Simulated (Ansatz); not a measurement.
# GeNH2 (quartet): from Hartree-Fock to the top rungs at a displaced geometry (v2), cc-pVDZ

How much of the correlation energy of GeNH2 (quartet) does each wave-function method recover here?

Program: Ansatz 0.2.0, Gaussian basis. Level of theory: cc-pVDZ, core rule «outside noble gas», up to 15 orbitals frozen. These are calculated values, not measurements.

To be run: UHF; CCSD(T) on ROHF; CCSD(T) on UHF; BCCD(T) on ROHF; CISD; CCSDT(Q) on ROHF; CCSDT(Q) on UHF; CASSCF and MRCISD+Q, 11 electrons in 10 orbitals; CASSCF and NEVPT2, 11 electrons in 10 orbitals.

23 further runs of the same task are left out: 2 for a known fault of the program, 9 that didn't finish, 12 set aside as unsound or not needed.

## Step 1: What is computed

The geometry is a PBE0/def2-TZVP stationary point (not a proven minimum) with its atoms shifted at random (size 0.100 Å). No spin-orbit coupling is included. The filled d shell of Ge may be among the frozen orbitals whatever the setting's name suggests; the logs give the count.

4 atoms, charge 0, spin multiplicity 4.

Atoms are counted from 1 here; the program's logs count them from 0.

Bond lengths: Ge1–N2 1.932 Å, Ge1–H3 1.567 Å, N2–H4 1.081 Å. Angles: N2–Ge1–H3 111.3°, Ge1–N2–H4 105.1°.

Coordinates:

```csv
atom,x (Å),y (Å),z (Å)
Ge1,0.0296,0.0445,0.3199
N2,-0.2120,-0.1633,-1.5860
H3,0.2233,-1.3423,1.0233
H4,0.5888,0.4077,-2.0344
```

## Step 2: UHF

Contents of in.yaml:

```yaml
crystal:
  periodic: [false, false, false]
  atoms:
    - {symbol: Ge, position_ang: [0.029604, 0.044463, 0.319850]}
    - {symbol: N, position_ang: [-0.211968, -0.163340, -1.586014]}
    - {symbol: H, position_ang: [0.223287, -1.342290, 1.023310]}
    - {symbol: H, position_ang: [0.588787, 0.407746, -2.034362]}
basis:
  gaussian: {orbitals: cc-pVDZ}
magnetization: {spin_polarized: true, initial_magnetization: 3}
hamiltonian: {xc: hf}
output: {orbitals: {seedname: orbitals}}
```

On the command line:

```sh
ansatz run in.yaml --threads 1 --pin off --events-out ev --progress --plain --max-ram 2393MiB
```

The runs that follow: CCSD(T) on ROHF; CCSD(T) on UHF; BCCD(T) on ROHF; CISD; CCSDT(Q) on ROHF; CCSDT(Q) on UHF; CASSCF and MRCISD+Q, 11 electrons in 10 orbitals; CASSCF and NEVPT2, 11 electrons in 10 orbitals.

Q: Predict the results of all the runs planned. Wanted: UCCSDT(Q) below the RHF energy; RMP2 from UCCSDT(Q); UMP2 from UCCSDT(Q); RCCSD from UCCSDT(Q); RCCSD(T) from UCCSDT(Q); UCCSD(T) from UCCSDT(Q); RCCSDT(Q) from UCCSDT(Q); NEVPT2 valence from UCCSDT(Q); MRCISD+Q valence from UCCSDT(Q).

As calculated:

```
                         quantity                                        value
   UCCSDT(Q) below the RHF energy                                   -6.6530 eV
              RMP2 from UCCSDT(Q)                                +103.5 kJ/mol
              UMP2 from UCCSDT(Q)                                +104.5 kJ/mol
             RCCSD from UCCSDT(Q)                                 +22.4 kJ/mol
          RCCSD(T) from UCCSDT(Q)                                  +5.2 kJ/mol
          UCCSD(T) from UCCSDT(Q)                                  +4.3 kJ/mol
         RCCSDT(Q) from UCCSDT(Q)                                  +1.0 kJ/mol
    NEVPT2 valence from UCCSDT(Q)                                 +91.9 kJ/mol
  MRCISD+Q valence from UCCSDT(Q)                                  +3.0 kJ/mol
levels within 1 kcal/mol (43 meV)  RCCSDT, UCCSDT, RCCSDT(Q), MRCISD+Q valence
                    T1 diagnostic                                        0.032
   effectively unpaired electrons                                         3.02
```

RCCSD(T) misses by +5.2 kJ/mol, 0.8 % of the correlation energy. One determinant dominates. Of the multireference levels listed MRCISD+Q valence comes nearest in total energy (+3.0 kJ/mol), which doesn't show that its space is the better one. These misses are within one basis, not against nature; the frozen cores of restricted and unrestricted runs differ, which can shift their rows.
